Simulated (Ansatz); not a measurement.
**CH₂FNSi: up Jacob's ladder to CCSD(T)**

One table from this session's results is given with a row withheld; the runs are named, their logs left out.

Program: Ansatz 0.2.0, Gaussian basis. Level of theory: functionals in def2-TZVPP, the program's frozen cores in correlated methods. These are calculated values, not measurements.

Levels to be run: LDA (SPW92), PBE-D4, revPBE-D4, BLYP-D4, r2SCAN-D4, B97M-V, PBE0-D4, B3LYP-D4, r2SCANh-D4, r2SCAN0-D4, HSE06-D4, BHLYP-D4, CAM-B3LYP-D4, LC-ωPBE, ωB97X-V, ωB97M-V, B2PLYP, PBE-QIDH; CCSD(T)/def2-SVP; CCSD(T)/def2-TZVPP; MP2/def2-QZVPP; extrapolation to the limit; RPA on PBE.

## Structure used throughout

The geometry comes from an earlier relaxation with PBE0-D4 in a triple-zeta def2 set; it is a stationary point.

SMILES `FC1=N[SiH2]1`, 6 atoms, charge 0, spin multiplicity 1.

Atoms are counted from 1 here; the program's logs count them from 0.

Bond lengths: F1–C2 1.314 Å, C2–N3 1.261 Å, C2–Si4 1.766 Å, N3–Si4 1.801 Å, Si4–H5 1.477 Å, Si4–H6 1.477 Å. Angles: F1–C2–N3 128.8°, F1–C2–Si4 160.4°, N3–C2–Si4 70.8°, C2–N3–Si4 67.8°, C2–Si4–N3 41.4°, C2–Si4–H5 122.2°, C2–Si4–H6 122.2°, N3–Si4–H5 118.8°, N3–Si4–H6 118.8°, H5–Si4–H6 113.7°.

The first run:

Input file in.yaml:

```yaml
crystal:
  periodic: [false, false, false]
  atoms:
    - {symbol: F, position_ang: [1.423081, -1.608338, 0.851535]}
    - {symbol: C, position_ang: [0.512982, -0.815358, 0.333647]}
    - {symbol: N, position_ang: [-0.624058, -1.110874, -0.124507]}
    - {symbol: Si, position_ang: [-0.284402, 0.654599, -0.233932]}
    - {symbol: H, position_ang: [0.001747, 1.243412, -1.557545]}
    - {symbol: H, position_ang: [-0.987252, 1.572658, 0.684601]}
basis:
  gaussian: {orbitals: def2-TZVPP}
hamiltonian: {xc: lda}
output: {orbitals: {seedname: orbitals}}
```

Started as:

```bash
> ansatz run in.yaml --threads 2 --pin off --events-out ev --progress --plain --max-ram 4352MiB
```

Steps of the session up to this table: LDA; PBE-D4 (GGA); revPBE-D4 (GGA); BLYP-D4 (GGA); r2SCAN-D4 (meta-GGA); B97M-V (meta-GGA); B3LYP-D4 (hybrid); r2SCANh-D4 (hybrid); r2SCAN0-D4 (hybrid); HSE06-D4 (hybrid); BHLYP-D4 (hybrid); CAM-B3LYP-D4 (range-separated); LC-ωPBE (range-separated); ωB97X-V (range-separated); ωB97M-V (range-separated); B2PLYP (double hybrid); PBE-QIDH (double hybrid).

One of the session's tables, all rows but one given; the rest of the session is left out.

It belongs to the step «Frontier levels by functional». 

```
  functional  HOMO (eV)  gap (eV)
 LDA (SPW92)      -6.46      4.29
      PBE-D4      -6.28      4.33
   revPBE-D4      -6.21      4.35
     BLYP-D4      -6.16      4.32
   r2SCAN-D4      -6.52      4.83
      B97M-V      -6.59      4.82
     PBE0-D4      -7.56      6.44
    B3LYP-D4      -7.35      6.00
  r2SCANh-D4      -7.00      5.60
  r2SCAN0-D4          ?         ?
    HSE06-D4      -7.16      5.67
    BHLYP-D4      -8.77      8.49
CAM-B3LYP-D4      -8.93      8.80
     LC-ωPBE     -10.25     11.28
     ωB97X-V      -9.89     10.82
     ωB97M-V      -9.80     10.48
```

**Question.** Estimate the row for r2SCAN0-D4.

Worked estimate for «HOMO (eV)». Against the share of exact exchange, r2SCAN-D4 (0, -6.52), r2SCANh-D4 (0.1, -7.00) give a slope of -4.80 per unit share; at 0.25 the line stands at -7.72.

**Answer.** HOMO (eV): -7.73; gap (eV): 6.76. In «HOMO (eV)» the line misses by +0.01.
